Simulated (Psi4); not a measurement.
# BHBr (SMILES [BH]Br): UHF/def2-SVP (sweep point 1)

Aim: the vertical electron affinity of BHBr at UHF/def2-SVP (sweep point 1), from 2 runs. 

The results are computed with Psi4 1.11.

### Step 1. The system as given

The species is BHBr (3 atoms), meant as a doublet with charge 0. SMILES: `[BH]Br`. The shape is that of a PBE0-D4/def2-TZVP optimisation.

Bond lengths: B1–Br2 1.868 Å, B1–H3 1.193 Å. Angles: Br2–B1–H3 123.6°.

### Step 2. The energy at UHF/def2-SVP (sweep point 1)

Input file job.inp:

```
memory 1600 mb

molecule {
  0 2
  B     -0.094500    -0.523000    -0.115700
  Br     1.181000     0.563200     0.709800
  H     -1.097400    -0.105000    -0.607300
  symmetry c1
}

set basis def2-SVP
set reference uhf
set puream true
set scf_type pk
set maxiter 150

energy('hf')
print_variables()
```

On the command line:

```
$ psi4 -n 1 job.inp job.out
```

job.out:

```text
[...]
  Running in c1 symmetry.
[...]
  Nuclear repulsion =   58.623728353523035
[...]
  Multiplicity = 2
[...]
  Nalpha       = 21
  Nbeta        = 20
[...]
    Number of basis functions: 51
[...]
   @UHF iter   1: -2597.12240049419370   -1.92739e+00   2.04030e-02 ADIIS/DIIS
[...]
   @UHF iter   9: -2597.30589983323534   -4.31633e-08   8.42344e-07 DIIS
[...]
   @S^2 Observed:                7.546502195E-01
[...]
    Orbital Energies [Eh]
    ---------------------
    Alpha Occupied:
       1A   -489.986427     2A    -65.155252     3A    -58.526864
       4A    -58.526062     5A    -58.525981     6A     -9.847256
       7A     -7.696728     8A     -7.461710     9A     -7.456802
      10A     -7.455945    11A     -3.203640    12A     -3.201777
      13A     -3.200261    14A     -3.195571    15A     -3.195452
      16A     -1.045612    17A     -0.681663    18A     -0.542034
      19A     -0.469029    20A     -0.449178    21A     -0.345089
    Alpha Virtual:
      22A      0.051280    23A      0.216612    24A      0.271069
      25A      0.286822    26A      0.379266    27A      0.410802
[...]
  @UHF Final Energy: -2597.30589983323534
   => Energetics <=
    Nuclear Repulsion Energy =             58.6237283535230347
    One-Electron Energy =               -3732.0019907131854779
    Two-Electron Energy =                1076.0723625264270140
    Total Energy =                      -2597.3058998332353440
  UHF NO Occupations:
  HONO-2 :   19  A 1.9994595
  HONO-1 :   20  A 1.9988285
[...]
 Multipole Moments:
 ------------------------------------------------------------------------------------
     Multipole            Electronic (a.u.)      Nuclear  (a.u.)        Total (a.u.)
 ------------------------------------------------------------------------------------
 L = 1.  Multiply by 2.5417464519 to convert [e a0] to [Debye]
 Dipole X            :          2.5906174           -2.8160972           -0.2254799
 Dipole Y            :          0.7987704           -0.7678435            0.0309270
 Dipole Z            :         -0.0000000           -0.0000000           -0.0000000
 Magnitude           :                                                    0.2275910
[...]
```

Run time: 2.6 s. Hardware: 1 thread of Intel Xeon Platinum 8259CL at 2.50GHz (Skylake/Cascade Lake), shared host; peak memory 0.21 GiB.

### Step 3. The singlet anion, same level

Input file calc.in:

```
memory 1600 MB

molecule {
  -1 1
  B     -0.094500    -0.523000    -0.115700
  Br     1.181000     0.563200     0.709800
  H     -1.097400    -0.105000    -0.607300
  symmetry c1
}

set {
  basis     def2-SVP
  reference rhf
  puream    true
  scf_type  pk
}

e_tot = energy('scf')
print_variables()
```

On the command line:

```
$ psi4 -i calc.in -o calc.out -n 1
```

calc.out:

```text
[...]
  Running in c1 symmetry.
[...]
  Nuclear repulsion =   58.623728353523035
[...]
  Multiplicity = 1
[...]
  Nalpha       = 21
  Nbeta        = 21
[...]
    Number of basis functions: 51
[...]
   @RHF iter   1: -2597.05432817977680   -1.85931e+00   2.06544e-02 ADIIS/DIIS
[...]
   @RHF iter   8: -2597.25475345648147   -4.53433e-08   6.54617e-07 DIIS
[...]
    Orbital Energies [Eh]
    ---------------------
    Doubly Occupied:
       1A   -489.750429     2A    -64.919452     3A    -58.290812
       4A    -58.290660     5A    -58.290192     6A     -9.611340
       7A     -7.377260     8A     -7.225309     9A     -7.222219
      10A     -7.219914    11A     -2.967242    12A     -2.966057
      13A     -2.963987    14A     -2.960815    15A     -2.960518
      16A     -0.807740    17A     -0.406820    18A     -0.281898
      19A     -0.227654    20A     -0.221020    21A      0.010312
[...]
  @RHF Final Energy: -2597.25475345648147
   => Energetics <=
    Nuclear Repulsion Energy =             58.6237283535230347
    One-Electron Energy =               -3741.8549374264348444
    Two-Electron Energy =                1085.9764556164307123
    Total Energy =                      -2597.2547534564810121
[...]
 Multipole Moments:
 ------------------------------------------------------------------------------------
     Multipole            Electronic (a.u.)      Nuclear  (a.u.)        Total (a.u.)
 ------------------------------------------------------------------------------------
 L = 1.  Multiply by 2.5417464519 to convert [e a0] to [Debye]
 Dipole X            :          4.4600629           -2.8160972            1.6439656
 Dipole Y            :          3.0210405           -0.7678435            2.2531971
 Dipole Z            :         -0.0000000           -0.0000000           -0.0000000
 Magnitude           :                                                    2.7891791
[...]
```

Run time: 2.4 s. Hardware: 1 thread of Intel Xeon Platinum 8259CL at 2.50GHz (Skylake/Cascade Lake), shared host; peak memory 0.22 GiB.

### Step 4. What came out

At UHF/def2-SVP (sweep point 1):

| quantity | value |
| --- | --- |
| doublet BHBr: total energy | -2597.30590 Eh |
| doublet BHBr: dipole moment | 0.58 D |
| doublet BHBr: HOMO energy (highest over α and β) | -9.39 eV |
| doublet BHBr: LUMO energy (lowest over α and β) | 1.40 eV |
| doublet BHBr: ⟨S²⟩ | 0.755 |
| singlet anion: total energy | -2597.25475 Eh |
| singlet anion: HOMO energy | 0.28 eV |
| singlet anion: LUMO energy | 8.63 eV |
| singlet anion: HOMO–LUMO gap (to an unbound level, set by the basis) | 8.35 eV |
| vertical electron affinity (to the singlet anion) | -1.392 eV |

What this shows: The anion lies 1.39 eV (32 kcal/mol) above the neutral: the electron isn't bound at this level, and such a value depends on the basis. Without diffuse functions anions come out too high. Hartree–Fock misses the correlation that binds many anions. The HOMO (singlet anion) lies at positive energy, 0.28 eV: the electron is unbound at this level or held by a compact basis; values depend on the basis.
